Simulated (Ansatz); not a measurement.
**Zirconium, simple cubic under BLYP: structure, energy and stiffness**

Aim: take zirconium in the simple cubic structure, relax it, solve it on a dense k-mesh, then scale the cell to 7 volumes from 88 to 112 % of the relaxed one and try a fit of the equation of state. Spin polarisation is left out. The k-meshes are 11×11×11 for the relaxation; 17×17×17 for the dense run; 12×12×12 for the volumes.

This is Zr in the simple cubic structure; at room conditions it is hcp.

Computed with Ansatz 0.2.0 (DFT BLYP, plane waves (420 eV) with PAW, scalar-relativistic; PAW files made under PBE, frozen cores solved again for the functional, unless a step says otherwise).

## Step 1: Starting point

The structure is cubic, space group Pm-3m (No. 221). Conventional cell: a = 2.930 Å, b = 2.930 Å, c = 2.930 Å, α = 90.00°, β = 90.00°, γ = 90.00°. Around Zr (site symmetry m-3m) lie 6 Zr at 2.93 Å.

As a file:

```
Zr
1.0
     2.92959    0.00000    0.00000
     0.00000    2.92959    0.00000
     0.00000    0.00000    2.92959
Zr
1
Cartesian
  0.0000 0.0000 0.0000
```

## Step 2: Relaxing cell and atoms

The input, input.yaml:

```yaml
crystal:
  lattice:
    - [2.9295905682, 0.0, 0.0]
    - [0.0, 2.9295905682, 0.0]
    - [0.0, 0.0, 2.9295905682]
  atoms:
    - { symbol: Zr, position: [0.0, 0.0, 0.0] }
hamiltonian:
  xc: blyp
  pseudopotentials:
    kind: paw
    azcp:
      Zr: "pseudopotentials/Zr.paw.azcp"
basis:
  ecutwfc: 420
  fft_grid_basis: typed
kpoints:
  mp_grid: { grid: [11, 11, 11], shift: [0, 0, 0] }
magnetization:
  spin_polarized: false
scf:
  occupations: { method: fermi_dirac, width: 0.1 }
relax:
  max_steps: 60
  f_tol: 0.01
  cell: {}
```

The runs that follow: Single point on a dense mesh; Volume × 0.88; Volume × 0.92; Volume × 0.96; Volume × 1.0; Volume × 1.04; Volume × 1.08; Volume × 1.12.

What does the calculation give? Wanted: space group; conventional cell; volume; shortest distance; gap on the mesh; relative to hcp; highest ELF outside the cores; V₀, B₀, B₀′.

As calculated:

| quantity | value |
| --- | --- |
| space group (spins left aside) | Pm-3m (No. 221) |
| conventional cell | a = 2.963 Å |
| volume | 26.004 Å³/atom |
| shortest distance | 2.963 Å |
| gap on the mesh | none (levels filled in part) |
| relative to hcp | +740 meV/atom |
| highest ELF outside the cores | 0.47, 1.96 Å from the nearest atom |
| V₀, B₀, B₀′ | 26.070 Å³/atom, 60 GPa, 3.4 |

What this shows: The relaxation enlarged the cell by 3.4 % in volume. It lies 740 meV/atom above the element's reference form at the same level (hcp, from a run of its own). Levels at the Fermi energy are filled in part, as in a metal. B₀ comes out at 60 GPa. The symmetry was held, so the structure may be unstable against distortions that break it.
